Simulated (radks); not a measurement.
# Tc inside a hard spherical wall

One table from this session's results is given with a row withheld; the runs are named, their logs left out.

Program: radks (a radial shooting solver on a logarithmic mesh, Libxc functionals) version 1. Level of theory: scalar-relativistic Kohn-Sham, PBE, spin-unpolarised, spherical densities, finite nucleus. These are calculated values, not measurements, unless marked.

### Starting point

- element: technetium (Z = 43)
- charge: 0
- electrons: 43
- configuration: [Kr] 4d5 5s2
- nuclear rms radius: 4.4112 fm

Outer shells as boxes (Hund's rule):

Tc
```
[Kr] core
4d [↑ ][↑ ][↑ ][↑ ][↑ ]
5s [↑↓]
```

Set-up of the first run:

Input:

```text
Z 43
configuration [Kr] 4d5 5s2 5p0 6s0 4f0
relativity scalar-relativistic
functional pbe,pbe
spin unpolarised
nucleus finite rms 4.4112 fm
c 137.035999084
```

Command:

```sh
$ python run_ks.py task.json out
```

This one command runs every case of the session in turn.

Among the steps run: The free atom; Wall at 20 bohr; Wall at 12 bohr; Wall at 10 bohr; Wall at 8 bohr; Wall at 6 bohr; Wall at 5 bohr; Wall at 3.5 bohr; Wall at 3 bohr; Wall at 2.5 bohr; Wall at 1.5 bohr.

One of the session's tables, all rows but one given; the rest of the session is left out.

| R (bohr) | E − E(free) (eV) | ε(5s) (eV) | ε(5p, empty) (eV) | ε(6s, empty) (eV) | ε(4f, empty) (eV) |
| --- | --- | --- | --- | --- | --- |
| free | 0.000 | -5.043 | -1.399 | - | - |
| 20 | 0.000 | -5.043 | -1.399 | - | - |
| 12 | 0.001 | -5.039 | -1.363 | 0.847 | 3.388 |
| 10 | 0.014 | -5.010 | -1.255 | 1.859 | 4.687 |
| 8 | 0.138 | -4.823 | -0.810 | 4.536 | 7.111 |
| 6 | 1.359 | -3.683 | 1.159 | 12.913 | 12.300 |
| 5 | ? | ? | ? | ? | ? |
| 3.5 | 31.459 | 11.747 | 21.927 | 74.382 | 34.531 |
| 3 | 67.178 | 26.287 | 39.762 | 118.75 | 46.592 |
| 2.5 | 158.98 | 58.640 | 77.193 | 203.76 | 67.329 |
| 1.5 | 1458.1 | 374.54 | 407.94 | 858.22 | 205.22 |

Q: Estimate the row for R (bohr) = 5 from the others.

Worked estimate for «E − E(free) (eV)». A straight line through the neighbours (6, 1.359) and (3.5, 31.459) gives 1.359 + (31.459 − 1.359) × (5 − 6) / (3.5 − 6) = 13.399; a parabola fitted to 4 rows on both sides gives 8.554.

**Answer.** E − E(free) (eV): 4.436; ε(5s) (eV): -1.577; ε(5p, empty) (eV): 4.303; ε(6s, empty) (eV): 23.923; ε(4f, empty) (eV): 17.442. In «E − E(free) (eV)» the line misses by +8.963 and the parabola by +4.118.

Shells are not refilled when levels cross, and a hard wall is a model, not a crystal.
